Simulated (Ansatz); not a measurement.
# C₈H₄N₂: basis-set convergence

One table from this session's results is given with a row withheld; the runs are named, their logs left out.

Computed with Ansatz 0.2.0, Gaussian basis. Level: one geometry, several basis sets.

Levels to be run: PBE0-D4/def2-SVP; ωB97M-V/def2-SVP; PBE0-D4/def2-QZVPP; ωB97M-V/def2-QZVPP; the functionals' def2-TZVPP values are taken from earlier runs.

**Structure used throughout**

All runs share one geometry, relaxed beforehand with PBE0-D4 in a triple-zeta def2 set.

14 atoms, charge 0, spin multiplicity 1.

Atoms are counted from 1 here; the program's logs count them from 0.

Bond lengths: N1–C2 1.151 Å, C2–C3 1.425 Å, C3–C4 1.392 Å, C3–C8 1.404 Å, C4–C5 1.384 Å, C4–H11 1.083 Å, C5–C6 1.388 Å, C5–H12 1.083 Å, C6–C7 1.384 Å, C6–H13 1.083 Å, C7–C8 1.392 Å, C7–H14 1.083 Å, C8–C9 1.425 Å, C9–N10 1.151 Å. Angles: N1–C2–C3 178.7°, C2–C3–C4 119.5°, C2–C3–C8 120.8°, C4–C3–C8 119.7°, C3–C4–C5 120.1°, C3–C4–H11 119.1°, C5–C4–H11 120.8°, C4–C5–C6 120.2°, C4–C5–H12 119.6°, C6–C5–H12 120.1°, C5–C6–C7 120.2°, C5–C6–H13 120.1°, C7–C6–H13 119.6°, C6–C7–C8 120.1°, C6–C7–H14 120.8°, C8–C7–H14 119.1°, C3–C8–C7 119.7°, C3–C8–C9 120.8° and more.

As a file:

| atom | x (Å) | y (Å) | z (Å) |
| --- | --- | --- | --- |
| N1 | 1.3037 | -2.7784 | 1.7384 |
| C2 | 0.8274 | -1.9094 | 1.1530 |
| C3 | 0.2125 | -0.8532 | 0.4197 |
| C4 | -0.9941 | -1.0841 | -0.2345 |
| C5 | -1.6013 | -0.0671 | -0.9498 |
| C6 | -1.0117 | 1.1870 | -1.0190 |
| C7 | 0.1877 | 1.4297 | -0.3731 |
| C8 | 0.8089 | 0.4154 | 0.3498 |
| C9 | 2.0440 | 0.6787 | 1.0105 |
| N10 | 3.0406 | 0.9166 | 1.5350 |
| H11 | -1.4454 | -2.0662 | -0.1741 |
| H12 | -2.5402 | -0.2554 | -1.4559 |
| H13 | -1.4883 | 1.9820 | -1.5793 |
| H14 | 0.6563 | 2.4043 | -0.4205 |

Set-up of the first run:

in.yaml reads:

```yaml
crystal:
  periodic: [false, false, false]
  atoms:
    - {symbol: N, position_ang: [1.303708, -2.778412, 1.738422]}
    - {symbol: C, position_ang: [0.827364, -1.909393, 1.153025]}
    - {symbol: C, position_ang: [0.212489, -0.853242, 0.419709]}
    - {symbol: C, position_ang: [-0.994098, -1.084072, -0.234549]}
    - {symbol: C, position_ang: [-1.601306, -0.067098, -0.949820]}
    - {symbol: C, position_ang: [-1.011693, 1.187005, -1.018976]}
    - {symbol: C, position_ang: [0.187700, 1.429664, -0.373123]}
    - {symbol: C, position_ang: [0.808923, 0.415435, 0.349792]}
    - {symbol: C, position_ang: [2.044023, 0.678725, 1.010466]}
    - {symbol: N, position_ang: [3.040562, 0.916553, 1.534998]}
    - {symbol: H, position_ang: [-1.445439, -2.066161, -0.174128]}
    - {symbol: H, position_ang: [-2.540237, -0.255391, -1.455942]}
    - {symbol: H, position_ang: [-1.488319, 1.982009, -1.579336]}
    - {symbol: H, position_ang: [0.656311, 2.404348, -0.420549]}
basis:
  gaussian: {orbitals: def2-SVP}
hamiltonian: {xc: pbe0, dispersion: d4}
output: {orbitals: {seedname: orbitals}}
```

Command:

```bash
$ ansatz run in.yaml --threads 2 --pin off --events-out ev --progress --plain --max-ram 32768MiB --backend cpu
```

Steps of the session up to this table: PBE0-D4 in def2-SVP; ωB97M-V in def2-SVP; PBE0-D4 in def2-QZVPP; ωB97M-V in def2-QZVPP.

One of the session's tables, all rows but one given; the rest of the session is left out.

It belongs to the step «Density functionals: the series». 

```
functional       basis  HOMO (eV)  LUMO (eV)
   PBE0-D4    def2-SVP      -8.29      -2.41
   PBE0-D4  def2-TZVPP      -8.34      -2.51
   PBE0-D4  def2-QZVPP      -8.35      -2.53
   ωB97M-V    def2-SVP     -10.27      -0.35
   ωB97M-V  def2-TZVPP     -10.34      -0.51
   ωB97M-V  def2-QZVPP          ?          ?
```

Q: Estimate the row for ωB97M-V, def2-QZVPP from the others.

The run gave: HOMO (eV): -10.35; LUMO (eV): -0.54. In the column «HOMO (eV)» it is the lowest.
